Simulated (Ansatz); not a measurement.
A nudged elastic band was laid between two geometries of a periodic cell of 17 atoms, Be16H (host Be, host structure hcp, interstitial H).

Computed with Ansatz 0.2.0, DFT PBE, scalar-relativistic, plane waves, PAW. Settings: cutoff 420 eV, k mesh 5x6x4, gaussian smearing 0.05 eV, no spin polarisation.

```json
{
 "movable images": "6",
 "climbing image": "from the first iteration",
 "spring": "5.0 eV/Å²",
 "optimiser": "quadratic models (default)",
 "start path": "default",
 "force threshold": "0.05 eV/Å",
 "iteration limit": "50",
 "end points": "relaxed"
}
```

First end point:

```xyz
17
Lattice="-2.2900 -3.9664 0.0000 3.4350 -1.9832 0.0000 0.0000 0.0000 7.1769" Properties=species:S:1:pos:R:3
Be -0.013 -3.960 -0.017
Be 0.032 -2.626 1.768
Be 0.031 -3.986 3.607
Be 0.007 -2.642 5.375
Be -1.146 -1.977 0.003
Be 2.284 -2.641 1.792
Be -1.146 -1.946 3.609
Be 2.284 -2.641 5.402
Be 1.150 -1.987 -0.024
Be 1.143 -0.701 1.768
Be 1.152 -1.987 3.588
Be 1.145 -0.669 5.375
Be -0.007 -0.004 0.003
Be 1.115 -4.612 1.769
Be -0.035 -0.021 3.609
Be 1.159 -4.637 5.395
H -1.136 -3.307 2.689
```

Last end point:

Only the atoms that move by more than 0.05 Å are listed.
```
Be3 -0.015 -3.958 3.602
H17 -1.169 -3.287 0.883
```

Task: Which bonds break or form, and what moves?

Result: The atom that moves furthest is H17, by 1.81 Å; four of its nearest neighbours are Be3 1.63, Be2 1.64, Be7 1.64, Be10 1.64 Å at the first end and Be5 1.62, Be13 1.62, Be14 1.63, Be1 1.65 Å at the last.

Task: Give the energies along the band, and the barrier.

Result: It converged. The highest image is number 3 of 0 to 7, 0.48 eV above the ends, which have the same energy within 2 meV. The order of the point at the top wasn't checked. Limits of this set-up: coarse k mesh, odd electron count without spin, a small cell, in which the defect meets its images, a typed lattice constant that wasn't relaxed here.

```tsv
image	path coordinate (Å)	energy (eV)
0	0.00	0.00
1	0.29	0.12
2	0.59	0.36
3	0.88	0.48
4	1.11	0.40
5	1.34	0.23
6	1.56	0.06
7	1.79	0.00
```

Task: What is the geometry of the highest image?

Result: 
```xyz
17
Lattice="-2.2900 -3.9664 0.0000 3.4350 -1.9832 0.0000 0.0000 0.0000 7.1769" Properties=species:S:1:pos:R:3
Be 0.024 -3.981 -0.033
Be 0.068 -2.595 1.800
Be 0.024 -3.981 3.632
Be 0.006 -2.641 5.388
Be -1.150 -1.961 -0.027
Be 2.289 -2.643 1.800
Be -1.150 -1.961 3.626
Be 2.271 -2.634 5.388
Be 1.135 -1.978 -0.004
Be 1.134 -0.744 1.800
Be 1.135 -1.978 3.603
Be 1.145 -0.668 5.388
Be -0.022 -0.007 -0.027
Be 1.082 -4.592 1.800
Be -0.022 -0.007 3.626
Be 1.163 -4.638 5.388
H -1.126 -3.314 1.800
```

The band took 4 iterations and of the order of 3 core-minutes.

Time of the run: 99 s on 2 threads of AMD EPYC 9R45 96-Core Processor (Zen 5) (shared host), peak memory 1.3 GiB.
